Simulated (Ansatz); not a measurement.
This was printed by a script on Ansatz's Python interface, for a ladder of basis sets of CH5GaGe, SMILES [CH2]1[GaH][GeH2]1. What did the script look like? Level of theory (for the species named): B3LYP, cc-pVDZ basis, multiplicity 1. The script varies basis: cc-pVDZ, cc-pVTZ.

```xyz
8

C    -0.8756    0.3711   -0.5944
Ga    1.0253    1.4463    0.2557
Ge    0.2388   -0.6254    0.5044
H    -1.4227   -0.2552   -1.2712
H    -0.3275    1.1113   -1.2434
H     0.5024    0.8747    1.4642
H     1.4356   -1.2176   -0.3483
H    -0.4843   -1.7624    1.1772
```

Running `python basis.py` prints:
```text
cc-pVDZ          93 orbitals  reference   -4042.790649 Ha  total   -4042.790649 Ha
cc-pVTZ         186 orbitals  reference   -4042.954991 Ha  total   -4042.954991 Ha
cc-pVDZ        lies    4.4720 eV above cc-pVTZ
cc-pVTZ        lies    0.0000 eV above cc-pVTZ
```

One script that gives this output:

`basis.py`:
```python
"""Basis-set convergence for CH5GaGe."""

import ansatz as az
from ase import Atoms

XC = "b3lyp"

atoms = Atoms(["C", "Ga", "Ge", "H", "H", "H", "H", "H"], positions=[
    [-0.8756, 0.3711, -0.5944],
    [1.0253, 1.4463, 0.2557],
    [0.2388, -0.6254, 0.5044],
    [-1.4227, -0.2552, -1.2712],
    [-0.3275, 1.1113, -1.2434],
    [0.5024, 0.8747, 1.4642],
    [1.4356, -1.2176, -0.3483],
    [-0.4843, -1.7624, 1.1772],
])
ch5gage = az.Crystal.molecule_from_ase(atoms)

base = ch5gage.calculation().functional(XC)

energies = {}
for basis in ["cc-pVDZ", "cc-pVTZ"]:
    r = base.basis(gaussian=basis).run(threads=1, backend="cpu").report
    size = r["n_frozen"] + r["n_occupied"][0] + r["n_virtual"][0]
    energies[basis] = (r["reference_energy_ev"] / 27.211386246, r["free_energy_ev"] / 27.211386246)
    print(f"{basis:14s} {size:4d} orbitals  reference {energies[basis][0]:14.6f} Ha  total {energies[basis][1]:14.6f} Ha")

last = energies["cc-pVTZ"][1]
for basis, (_, total) in energies.items():
    print(f"{basis:14s} lies {27.211386 * (total - last):9.4f} eV above cc-pVTZ")
```

Against cc-pVDZ: cc-pVTZ -164.3 mHa. The last step alone is -164.34 mHa. From the first set to the last the time grows from 4.2 to 6.8 s.

Reading the output:
- The drop along the ladder measures the basis error, and is no property of the molecule.
- The geometry is a force-field or estimated start, not a minimum of this method, and the last set is no limit. Much of the fall in a total is atomic energy, which cancels in bond and reaction energies.
- b3lyp holds the VWN-RPA fit, as in Gaussian; the form of ORCA and Turbomole is b3lyp5.
- The whole script took 11 s on 1 thread of Arm Neoverse V2 (shared host), peak memory 0.49 GiB.
